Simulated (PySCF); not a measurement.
# C₄H₄O₃Si: electronic excitations

Aim: predict the electronic excitations of C₄H₄O₃Si (`C#CC(=O)O[SiH2]C=O`).

Computed with PySCF 2.14.0, with density-fitted response routines of our own, on a single molecule in the gas phase. Atoms are numbered from 0 throughout.

## Step 1: The starting structure

12 atoms, charge 0, multiplicity 1; geometry from: GFN2-xTB.

Bonds of the start (Å): C0–C1 1.20, C1–C2 1.44, C2–O3 1.20, C2–O4 1.33, O4–Si5 1.66, Si5–C6 1.92, C6–O7 1.20, C0–H8 1.05, Si5–H9 1.46, Si5–H10 1.46, C6–H11 1.11.

## Step 2: Excited states and response: CAM-B3LYP/def2-SVPD

What the job is given:

```
{"job": {"kind": "uv", "xc": "CAM-B3LYP", "basis": "def2-SVPD", "nstates": 8, "ntriplets": 3}, "charge": 0, "multiplicity": 1}
C      3.460399     0.072798     0.627391
C      2.373669    -0.368614     0.373323
C      1.075256    -0.907011     0.062180
O      0.862549    -2.052844    -0.224965
O      0.118704     0.019529     0.127165
Si    -1.467752    -0.341688    -0.198583
C     -2.248779     1.383334     0.099417
O     -3.421190     1.603844    -0.054258
H      4.412790     0.457120     0.851038
H     -1.972158    -1.316294     0.760002
H     -1.611655    -0.758687    -1.587045
H     -1.580633     2.207826     0.432466
```

Method: TDDFT CAM-B3LYP/def2-SVPD, vertical, gas phase, core orbitals frozen in the response.

Launch:

```sh
$ OMP_NUM_THREADS=1 python probes_run.py task.json out
```

The driver reads the jobs from task.json and runs them one after another.

Standard output:

```text
coarse grid: 11712 points
cycle   1  E = -669.0168885473  dE =  1.517e+00  |g| = 1.197e+00  |ddm| = 1.159e+01
cycle   2  E = -668.5900310241  dE =  4.269e-01  |g| = 1.969e+00  |ddm| = 3.609e+00
cycle   3  E = -669.3001137029  dE = -7.101e-01  |g| = 2.282e-01  |ddm| = 1.959e+00
cycle   4  E = -669.3084891277  dE = -8.375e-03  |g| = 9.830e-02  |ddm| = 3.533e-01
cycle   5  E = -669.3102004119  dE = -1.711e-03  |g| = 2.131e-02  |ddm| = 1.887e-01
cycle   6  E = -669.3102891959  dE = -8.878e-05  |g| = 8.620e-03  |ddm| = 5.240e-02
cycle   7  E = -669.3103026332  dE = -1.344e-05  |g| = 3.969e-03  |ddm| = 1.622e-02
cycle   8  E = -669.3103061219  dE = -3.489e-06  |g| = 8.129e-04  |ddm| = 6.180e-03
final grid: 111872 points
cycle   9  E = -669.4332525035  dE = -2.139e-05  |g| = 2.313e-03  |ddm| = 8.830e-02
cycle  10  E = -669.4332517876  dE =  7.159e-07  |g| = 3.214e-03  |ddm| = 8.717e-03
cycle  11  E = -669.4332536748  dE = -1.887e-06  |g| = 4.148e-04  |ddm| = 3.154e-03
cycle  12  E = -669.4332537029  dE = -2.815e-08  |g| = 2.280e-04  |ddm| = 9.490e-04
cycle  13  E = -669.4332537128  dE = -9.866e-09  |g| = 5.661e-05  |ddm| = 3.596e-04
cycle  14  E = -669.4332537136  dE = -7.908e-10  |g| = 1.416e-05  |ddm| = 1.421e-04
converged SCF energy = -669.4332537136

Static polarisability (au): isotropic 79.227, principal 54.665 77.148 105.868

Singlet excitations
state   eV       nm        f      main configurations
  1   3.2111    386.1   0.00053   H->L+1 0.51, H->L 0.47
  2   4.9268    251.7   0.00001   H-1->L 0.62, H-1->L+1 0.34
  3   5.7722    214.8   0.00012   H-3->L 0.56, H-3->L+1 0.31
  4   6.0728    204.2   0.00019   H->L 0.48, H->L+1 0.43
  5   6.1200    202.6   0.09151   H-2->L 0.46, H-2->L+1 0.27, H-1->L+4 0.13
  6   6.3218    196.1   0.00712   H->L+2 0.62, H->L+3 0.27
  7   6.9344    178.8   0.00797   H->L+3 0.45, H->L+2 0.24, H->L+4 0.14
  8   7.0952    174.7   0.00000   H-2->L+4 0.69, H-2->L+6 0.11, H-2->L+3 0.10

Triplet excitations (Tamm-Dancoff, eV): 2.5232 4.5084 4.5480
```

Run time: 2.2 min. Hardware: 1 thread of Intel Xeon at 2.50GHz, shared host; peak memory 0.92 GiB.

The orbitals next to the gap, with their largest atomic shares:

```csv
orbital,eV,atoms
HOMO−3,-11.17,"O3 38 %, C1 22 %, C0 18 %"
HOMO−2,-10.62,"C1 40 %, C0 38 %, O3 11 %"
HOMO−1,-10.23,"O3 34 %, C0 27 %, C1 26 %"
HOMO,-8.84,"O7 52 %, C6 21 %, Si5 11 %"
LUMO,-0.96,"C6 17 %, C2 14 %, O3 14 %"
LUMO+1,-0.58,"C6 24 %, O7 20 %, C0 11 %"
LUMO+2,0.79,"Si5 32 %, C2 12 %, H10 10 %"
```

With each of the 8 states as a Gaussian band of 0.4 eV half-width at 1/e, the curve within the window shown has maxima at 203 nm (ε 3,900) L/(mol cm). Beyond the last state computed it falls off for lack of states. The curve at chosen wavelengths:

(nm, ε (L/mol/cm)): (168, 86), (180, 438), (193, 2326), (205, 3818), (217, 1420), (229, 182), (242, 9), (254, 1), (266, 0), (279, 0), (291, 0), (303, 0), (315, 1), (328, 3), (340, 6), (352, 12), (364, 17), (377, 21), (389, 21), (401, 20), (414, 16), (426, 12), (438, 9), (450, 6), (463, 4), (475, 2)

Leading natural transition orbitals of singlet state 5: the hole lies on C0, C1 about 43 % each; O3 7 %; the particle on C0, C2 about 25 % each; O3 17 %; C1 16 %.

Leading natural transition orbitals of singlet state 1: the hole lies on O7 60 %; H11 15 %; C6 11 %; the particle on C6 46 %; O7 33 %; H11 11 %.

Further results of this job:

```csv
property,computed
dipole moment (D),3.08
polarisability (Å³),11.74
HOMO–LUMO gap (eV),7.88
−ε(HOMO) (eV),8.84
```

The fields below are evaluated on a grid from the run's orbitals.

Frontier orbitals at CAM-B3LYP/def2-SVPD, with the share of their density that lies nearest to each atom:

```csv
orbital,energy (eV),lies on
HOMO,-8.84,O7 55 %; H11 16 %; C6 13 %
LUMO,-0.96,"C2, C6 about 17 % each; O3, O7 about 12 % each; C0 12 %"
```

ELF in a plane through or near 10 of the atoms.

Ten even steps from '0' (0.00) to '9' (1.00):
```
0000000000000000000000000000
0000000000000000000000000000
0000000000000000000000000000
0000000000000000586000000000
0000000000000003999002100000
0002886333100004999127620000
0007999665200100899469840000
0008999577402640281575841000
0004894687505981395578841000
0000366653626364289358830000
0000157851937371516116610000
0000145767883671651001100000
0000012211466111012000000000
0000000002727501342000000000
0000000006827820121000000000
0000000005788610000000000000
0000000002454200000000000000
0000000000111000000000000000
0000000000000000000000000000
0000000000000000000000000000
```
The map spans 13.9 Å across and 9.2 Å up, centred on the molecule. Atoms in the plane (x, y in Å): C0 (-3.4, 0.7), C1 (-2.4, 0.0), C2 (-1.2, -0.7), O3 (-1.2, -1.9), O4 (-0.1, 0.0), Si5 (1.4, -0.6), C6 (2.4, 1.0), O7 (3.6, 1.0), H8 (-4.3, 1.2), H11 (1.9, 2.0).

On the surface of density 0.002 e/bohr³ the electrostatic potential runs, from the 1st to the 99th percentile, from -1.34 V near O7 to 1.97 V near H8.

## Step 3: Outcome

```
                                quantity                        value
    lowest singlet (CAM-B3LYP/def2-SVPD)  3.21 eV (386 nm), f = 0.001
brightest single state of those computed  state 5, 6.12 eV, f = 0.092
                          lowest triplet                      2.52 eV
   surface potential, 1st and 99th percentile           -1.34 V and 1.97 V
```

In words: The first singlet state (HOMO→LUMO+1 0.51, HOMO→LUMO 0.47) lies at 3.21 eV and is dark; of the 8 states computed, the strongest absorption comes from state 5 at 6.12 eV. The lowest triplet lies 0.69 eV below the lowest singlet (triplets in Tamm-Dancoff, singlets in full TDDFT). At CAM-B3LYP/def2-SVPD, counted by nearest atom on the grid, the HOMO lies on O7 55 %; H11 16 %, the LUMO on C2, C6 about 17 % each; O3, O7 about 12 % each.
